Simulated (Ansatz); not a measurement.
# FeOsC4N4: the cost of one run

Method: DFT PBE, scalar-relativistic, plane waves, PAW, in Ansatz 0.2.0.

## 1. The starting structure

It takes space group P-43m (No. 215, cubic). The conventional cell has a = 5.884 Å, b = 5.884 Å, c = 5.884 Å, α = 90.00°, β = 90.00°, γ = 90.00°. Around Fe (site symmetry -43m) lie 4 N at 2.03 Å. Os (site symmetry -43m) is surrounded by 4 C at 1.90 Å. Around C (site symmetry 3m) lie 1 N at 1.17 Å and 1 Os at 1.90 Å. N (site symmetry 3m) has 1 C at 1.17 Å and 1 Fe at 2.03 Å in its first shell of neighbours.

Coordinates:

```
CELL_PARAMETERS angstrom
5.88435 0.00000 0.00000
0.00000 5.88435 0.00000
0.00000 0.00000 5.88435
ATOMIC_POSITIONS crystal
Fe 0.50000 0.50000 0.50000
Os 0.00000 0.00000 0.00000
C 0.18603 0.18603 0.18603
C 0.18603 0.81397 0.81397
C 0.81397 0.18603 0.81397
C 0.81397 0.81397 0.18603
N 0.30082 0.30082 0.30082
N 0.30082 0.69918 0.69918
N 0.69918 0.30082 0.69918
N 0.69918 0.69918 0.30082
```

Recipe of the guess: two interpenetrating cyanide-bridged diamond nets (P-43m, No. 215). Its size is a rough estimate.

## 2. Probe: one point on a coarse mesh

File input.yaml:

```yaml
crystal:
  lattice:
    - [5.88435394, 0.0, 0.0]
    - [0.0, 5.88435394, 0.0]
    - [0.0, 0.0, 5.88435394]
  atoms:
    - { symbol: Fe, position: [0.5, 0.5, 0.5], spin: 4.0 }
    - { symbol: Os, position: [0.0, 0.0, 0.0], spin: 1.0 }
    - { symbol: C, position: [0.18602826, 0.18602826, 0.18602826] }
    - { symbol: C, position: [0.18602826, 0.81397174, 0.81397174] }
    - { symbol: C, position: [0.81397174, 0.18602826, 0.81397174] }
    - { symbol: C, position: [0.81397174, 0.81397174, 0.18602826] }
    - { symbol: "N", position: [0.30082418, 0.30082418, 0.30082418] }
    - { symbol: "N", position: [0.30082418, 0.69917582, 0.69917582] }
    - { symbol: "N", position: [0.69917582, 0.30082418, 0.69917582] }
    - { symbol: "N", position: [0.69917582, 0.69917582, 0.30082418] }
basis:
  ecutwfc: 420
kpoints:
  mp_grid: { grid: [4, 4, 4] }
hamiltonian:
  xc: pbe
scf:
  occupations: { method: gaussian, width: 0.1 }
  lower_state_search: "off"
output:
  forces: true
  stress: true
  eigenvalues: true
  populations: true
magnetization:
  spin_polarized: true
```

Launch:

```sh
ansatz run input.yaml --threads 1 --pin off --max-ram 2560MiB --backend cpu --events-out ev --progress --plain --runs-dir out
```

**Question.** How long does this run take on 1 thread of Intel Xeon 6975P-C (Granite Rapids), shared host, and how much memory does it need?

About 16 s, with a peak of 0.53 GiB.
